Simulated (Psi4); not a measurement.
**PBE/def2-SV(P) (core potential, sweep point 1) run of [InH4]− (SMILES [H][In-]([H])([H])[H])**

Wanted: a structure relaxation of [InH4]−. 

The calculation is run with Psi4 1.11.

1 further run of the same task is left out (it didn't finish).

### Step 1. The structure to begin with

[InH4]− has 5 atoms, charge -1, and is taken as a singlet. SMILES: `[H][In-]([H])([H])[H]`. The shape comes from GFN2-xTB, which is rough for such elements, and wasn't checked as a minimum. The run starts from this shape.

Bond lengths: In1–H2 1.402 Å, In1–H3 1.402 Å, In1–H4 1.402 Å, In1–H5 1.402 Å. Angles: H2–In1–H3 63.9°, H2–In1–H4 136.1°, H2–In1–H5 136.1°, H3–In1–H4 136.1°, H3–In1–H5 136.1°, H4–In1–H5 63.9°.

### Step 2. A geometry optimisation at PBE/def2-SV(P) (core potential, sweep point 1)

Input file h4in.inp:

```
memory 1600 mb

molecule system {
  -1 1
  In     0.000000     0.000000     0.000000
  H      0.560630    -0.031290     1.284590
  H      1.400460    -0.017420     0.062620
  H     -0.972030     0.765570    -0.659200
  H     -0.989060    -0.716860    -0.688020
  symmetry c1
}

set reference rks
set puream true
set scf_type pk
set dft_radial_points 99
set dft_spherical_points 590
set g_convergence gau_tight
set geom_maxiter 50

opt("pbe/def2-SV(P)")
print_variables()
```

On the command line:

```sh
$ psi4 h4in.inp h4in.out -n 1
```

**Question.** What will come out? Wanted: total energy at the end; HOMO energy; LUMO energy; HOMO–LUMO gap.

**Answer.** As computed:

Level: PBE/def2-SV(P) (core potential, sweep point 1).

| quantity | value |
| --- | --- |
| total energy at the end | -192.49566 Eh |
| HOMO energy | -0.96 eV |
| LUMO energy | 5.56 eV |
| HOMO–LUMO gap (to an unbound level, set by the basis) | 6.52 eV |

At the final geometry: Bond lengths: In1–H2 1.812 Å, In1–H3 1.812 Å, In1–H4 1.812 Å, In1–H5 1.812 Å. Angles: H2–In1–H3 109.5°, H2–In1–H4 109.5°, H2–In1–H5 109.5°, H3–In1–H4 109.5°, H3–In1–H5 109.5°, H4–In1–H5 109.5°. The optimisation took 10 steps and changed the energy by -7.716 eV.
